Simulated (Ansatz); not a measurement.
# C₂H₅ClOSn: a ladder of functionals and wavefunction methods

How much do the methods differ for C₂H₅ClOSn? The plan is to run it at one geometry with functionals of several rungs and with coupled cluster. The yardstick is the atomisation energy at the CCSD(T) limit.

Computed with Ansatz 0.2.0, Gaussian basis. Level: functionals in def2-TZVPP, the program's frozen cores in correlated methods.

The runs, in order: LDA (SPW92), PBE-D4, revPBE-D4, BLYP-D4, r2SCAN-D4, B97M-V, PBE0-D4, B3LYP-D4, r2SCANh-D4, r2SCAN0-D4, HSE06-D4, BHLYP-D4, CAM-B3LYP-D4, LC-ωPBE, ωB97X-V, ωB97M-V, B2PLYP, PBE-QIDH; CCSD(T)/def2-SVP; CCSD(T)/def2-TZVPP; MP2/def2-QZVPP; extrapolation to the limit; RPA on PBE.

## (1) Structure used throughout

All runs share one geometry, relaxed beforehand with PBE0-D4 in a triple-zeta def2 set. Sn takes the def2 core potential; no spin-orbit term is included.

10 atoms, charge 0, spin multiplicity 1.

Atoms are counted from 1 here; the program's logs count them from 0.

Bond lengths: C1–Sn2 2.189 Å, C1–H6 1.092 Å, C1–H7 1.091 Å, C1–H8 1.094 Å, Sn2–H9 1.778 Å, O3–C4 1.191 Å, C4–Cl5 1.724 Å, C4–H10 1.097 Å. Angles: Sn2–C1–H6 110.3°, Sn2–C1–H7 111.8°, Sn2–C1–H8 108.6°, H6–C1–H7 109.7°, H6–C1–H8 107.8°, H7–C1–H8 108.6°, C1–Sn2–H9 93.4°, O3–C4–Cl5 122.8°, O3–C4–H10 124.8°, Cl5–C4–H10 112.4°.

## (2) LDA

This LDA is Slater exchange with PW92 correlation.

in.yaml reads:

```yaml
crystal:
  periodic: [false, false, false]
  atoms:
    - {symbol: C, position_ang: [-1.349135, -1.101751, 1.116850]}
    - {symbol: Sn, position_ang: [0.595206, -0.123455, 1.347499]}
    - {symbol: O, position_ang: [0.417449, 0.668230, -1.052885]}
    - {symbol: C, position_ang: [1.094795, 1.573115, -1.426811]}
    - {symbol: Cl, position_ang: [1.081949, 2.138566, -3.055320]}
    - {symbol: H, position_ang: [-1.482955, -1.441667, 0.088240]}
    - {symbol: H, position_ang: [-2.170311, -0.440078, 1.394433]}
    - {symbol: H, position_ang: [-1.375056, -1.982492, 1.765863]}
    - {symbol: H, position_ang: [1.482830, -1.480797, 0.618347]}
    - {symbol: H, position_ang: [1.788329, 2.139328, -0.793314]}
basis:
  gaussian: {orbitals: def2-TZVPP}
hamiltonian: {xc: lda}
output: {orbitals: {seedname: orbitals}}
```

The runs that follow: PBE-D4 (GGA); revPBE-D4 (GGA); BLYP-D4 (GGA); r2SCAN-D4 (meta-GGA); B97M-V (meta-GGA); PBE0-D4 (hybrid); B3LYP-D4 (hybrid); r2SCANh-D4 (hybrid); r2SCAN0-D4 (hybrid); HSE06-D4 (hybrid); BHLYP-D4 (hybrid); CAM-B3LYP-D4 (range-separated); LC-ωPBE (range-separated); ωB97X-V (range-separated); ωB97M-V (range-separated); B2PLYP (double hybrid); PBE-QIDH (double hybrid); CCSD(T) in def2-SVP; CCSD(T) in def2-TZVPP; MP2 in def2-QZVPP; RPA on PBE orbitals.

Before running them: what should the planned runs give, taken together? Wanted: atomisation energy, CCSD(T)/CBS; farthest beyond LDA; mean size of error, GGA; mean size of error, meta-GGA; mean size of error, hybrid; mean size of error, range-separated; mean size of error, double hybrid; gap, smallest and largest; T1 diagnostic.

**Answer**, as computed:

```
                               quantity                                                                                                           value
        atomisation energy, CCSD(T)/CBS                                                                                                       34.939 eV
    functionals within 0.349 eV (1.0 %)  revPBE-D4, BLYP-D4, r2SCAN-D4, B97M-V, PBE0-D4, B3LYP-D4, r2SCANh-D4, HSE06-D4, CAM-B3LYP-D4, ωB97X-V, ωB97M-V
                    farthest beyond LDA                                                                                            BHLYP-D4 (-1.489 eV)
                mean size of error, GGA                                                                                                        0.393 eV
           mean size of error, meta-GGA                                                                                                        0.155 eV
             mean size of error, hybrid                                                                                                        0.443 eV
    mean size of error, range-separated                                                                                                        0.146 eV
      mean size of error, double hybrid                                                                                                        0.502 eV
              gap, smallest and largest                                                                        1.20 eV (LDA (SPW92)), 8.18 eV (LC-ωPBE)
                          T1 diagnostic                                                                                                          0.0152
triples share of the correlation energy                                                                                                           3.9 %
```

LDA overbinds by 5.681 eV (16 %). PBE-D4 misses by +0.976 eV. Double hybrids carry the basis error of their MP2 part in triple zeta, and no dispersion term here, so their miss is partly the set-up's. The rungs range-separated, meta-GGA miss on average by less than the doubt on the reference (0.349 eV), so they tie. The reference freezes the cores and leaves out spin-orbit coupling and excitations past (T), and its outer-core shells are covered unevenly, so misses under about 0.349 eV can't be ranked. All levels share the lack of spin-orbit coupling, which lowers the free heavy atoms and so the true binding. Hartree-Fock recovers 69 % of the binding; the rest is correlation. CCSD(T) in def2-SVP is off by -2.130 eV, worse than the median functional, from the basis alone. The gap grows from 1.2 to 8.2 eV across the functionals, mostly with the share of exact exchange. Correlated methods include outer-core shells of Sn, which these sets cover unevenly.
